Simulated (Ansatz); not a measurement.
# Li2AlGa4 (element-swapped structure): how the settings move a single-point run

Aim: see which settings change the result for Li2AlGa4 (element-swapped structure), by how much, and at what cost.

Method: reference: DFT PBE, plane waves, PAW, scalar-relativistic, no spin polarisation, in Ansatz 0.2.0.

### 1 The starting structure

Symmetry: I4/mmm, No. 139, tetragonal system. The conventional cell has a = 6.447 Å, b = 6.447 Å, c = 5.268 Å, α = 90.00°, β = 90.00°, γ = 90.00°. Al (site symmetry 4/mmm) is surrounded by 4 Ga at 2.76 Å. Ga (site symmetry m2m) has 4 Ga at 2.54 to 2.81 Å and 4 Li at 2.68 Å and 1 Al at 2.76 Å as nearest neighbours. Li (site symmetry -4m2) is surrounded by 2 Li at 2.63 Å and 8 Ga at 2.68 Å.

As a file:

```cif
data_structure
_symmetry_space_group_name_H-M 'I4/mmm'
_symmetry_Int_Tables_number 139
_cell_length_a 6.4471
_cell_length_b 6.4471
_cell_length_c 5.2676
_cell_angle_alpha 90.000
_cell_angle_beta 90.000
_cell_angle_gamma 90.000
_cell_volume 218.95
loop_
_atom_site_label
_atom_site_type_symbol
_atom_site_symmetry_multiplicity
_atom_site_Wyckoff_symbol
_atom_site_fract_x
_atom_site_fract_y
_atom_site_fract_z
_atom_site_occupancy
Al1 Al 2 a 0.00000 0.00000 0.00000 1
Ga1 Ga 8 h 0.30300 0.30300 0.00000 1
Li1 Li 4 d 0.00000 0.50000 0.25000 1
```

### 2 The reference run

Contents of input.yaml:

```yaml
crystal:
  lattice:
    - [-3.223575, 3.223575, 2.633803]
    - [3.223575, -3.223575, 2.633803]
    - [3.223575, 3.223575, -2.633803]
  atoms:
    - { symbol: Al, position: [0.0, 0.0, 0.0] }
    - { symbol: Ga, position: [0.303, 0.303, 0.606] }
    - { symbol: Ga, position: [0.303, 0.697, 0.0] }
    - { symbol: Ga, position: [0.697, 0.697, 0.394] }
    - { symbol: Ga, position: [0.697, 0.303, 0.0] }
    - { symbol: Li, position: [0.75, 0.25, 0.5] }
    - { symbol: Li, position: [0.25, 0.75, 0.5] }
  symmetry: { tolerance: 0.0003 }
kpoints:
  mp_grid: { grid: [5, 5, 5], shift: [0, 0, 0] }
magnetization:
  spin_polarized: false
scf:
  occupations: { method: methfessel_paxton, width: 0.1414 }
hamiltonian:
  pseudopotentials: { kind: paw }
  xc: pbe
basis:
  ecutwfc: 420
output:
  forces: true
  stress: true
  eigenvalues: true
```

Started as:

```
$ ansatz run input.yaml --threads 1 --pin off --max-ram 2560MiB --backend cpu --events-out ev --progress --plain --runs-dir out
```

### 3 Variant: mp_grid.grid [4, 4, 4], pseudopotentials.kind nc, pseudopotentials.accuracy standard

input.yaml, as its differences from that of step 2:

```diff
@@ -15,3 +15,3 @@
 kpoints:
-  mp_grid: { grid: [5, 5, 5], shift: [0, 0, 0] }
+  mp_grid: { grid: [4, 4, 4], shift: [0, 0, 0] }
 magnetization:
@@ -21,3 +21,3 @@
 hamiltonian:
-  pseudopotentials: { kind: paw }
+  pseudopotentials: { kind: nc, accuracy: standard }
   xc: pbe
@@ -29 +29,5 @@
   eigenvalues: true
+  write_density: true
+  write_potential: true
+  elf: true
+  volumetric_format: npy
```

### 4 Changing settings: occupations.method cold, occupations.width 0.15, mixing.algorithm msr1, mixing.beta 0.9, mixing.ndim 2, ecutrho_ratio 9

input.yaml, as its differences from that of step 2:

```diff
@@ -19,3 +19,4 @@
 scf:
-  occupations: { method: methfessel_paxton, width: 0.1414 }
+  occupations: { method: cold, width: 0.15 }
+  mixing: { algorithm: msr1, beta: 0.9, ndim: 2 }
 hamiltonian:
@@ -25,2 +26,3 @@
   ecutwfc: 420
+  ecutrho_ratio: 9
 output:
```

### 5 Variant: scf.algorithm direct_min

input.yaml, as its differences from that of step 2:

```diff
@@ -20,2 +20,3 @@
   occupations: { method: methfessel_paxton, width: 0.1414 }
+  algorithm: direct_min
 hamiltonian:
```

### 6 A run with other settings

input.yaml, as its differences from that of step 2:

```diff
@@ -15,3 +15,3 @@
 kpoints:
-  mp_grid: { grid: [5, 5, 5], shift: [0, 0, 0] }
+  mp_grid: { grid: [5, 4, 6], shift: [0, 0, 0] }
 magnetization:
@@ -20,2 +20,3 @@
   occupations: { method: methfessel_paxton, width: 0.1414 }
+  max_iter: 50
 hamiltonian:
```

(Steps that only read results are left out.)

What does the calculation give? Wanted: for each run, ending; energy change; pressure; gap; force.

The runs gave:

```
                                                                                                                       run     ending        energy change  pressure (GPa)  gap (eV)  force (eV/Å)  cycles   time
                                                                                                                 reference  converged                    0             4.4      0.00          0.12       7    5 s
                                   1: mp_grid.grid [4, 4, 4], pseudopotentials.kind nc, pseudopotentials.accuracy standard  converged       not comparable            -6.0      0.00          0.75       9  4.7 s
2: occupations.method cold, occupations.width 0.15, mixing.algorithm msr1, mixing.beta 0.9, mixing.ndim 2, ecutrho_ratio 9  converged  -0.3 meV/atom (σ→0)             4.4      0.00          0.12      12  7.8 s
                                                                                               3: scf.algorithm direct_min  converged         0.0 meV/atom             4.4      0.00          0.12      10   21 s
                                                                                                 4: mp_grid.grid [5, 4, 6]  converged       -16.8 meV/atom             4.3      0.00          0.26       8   18 s
```

Times don't compare one to one where runs were asked for different outputs or read a saved state (see the inputs); cycles may leave out searches for a lower state.

Residual by cycle in the longest SCF loop of each run; runs are numbered as in the table. The quantity is the density residual dr2, in eV.

```
cycle  reference   run 1    run 2    run 3    run 4
    1    0.00909     204  0.00883  0.00648  0.00876
    2    0.00374    28.6  0.00247  0.00108  0.00379
    3    0.00147   0.741   7.0e-4   1.1e-5  0.00169
    4     1.2e-4  0.0125   2.2e-4   1.3e-6   1.8e-4
    5     1.8e-5  5.8e-4   7.2e-5   9.4e-9   3.1e-5
    6     3.3e-7  8.9e-5   3.0e-5   1.5e-4   8.9e-7
    7     4.4e-8  6.9e-6   1.4e-5   6.5e-5   4.3e-7
    8          -  3.3e-7   4.3e-6   8.5e-7   5.4e-8
    9          -  2.7e-9   1.6e-6   2.0e-7        -
   10          -       -   7.0e-7   1.9e-8        -
   11          -       -   2.7e-7        -        -
   12          -       -   1.9e-8        -        -
```

Run 1 ran under the cutoff that the potentials recommend, as the log warns, so basis error is mixed into its values, and swamps them where the cutoff is far short.

Caveats on the reference run: it is run without spin, though an odd electron count or open d shells could carry moments; its mesh is coarse for a cell with so small a gap or none; the structure is made up and not relaxed.
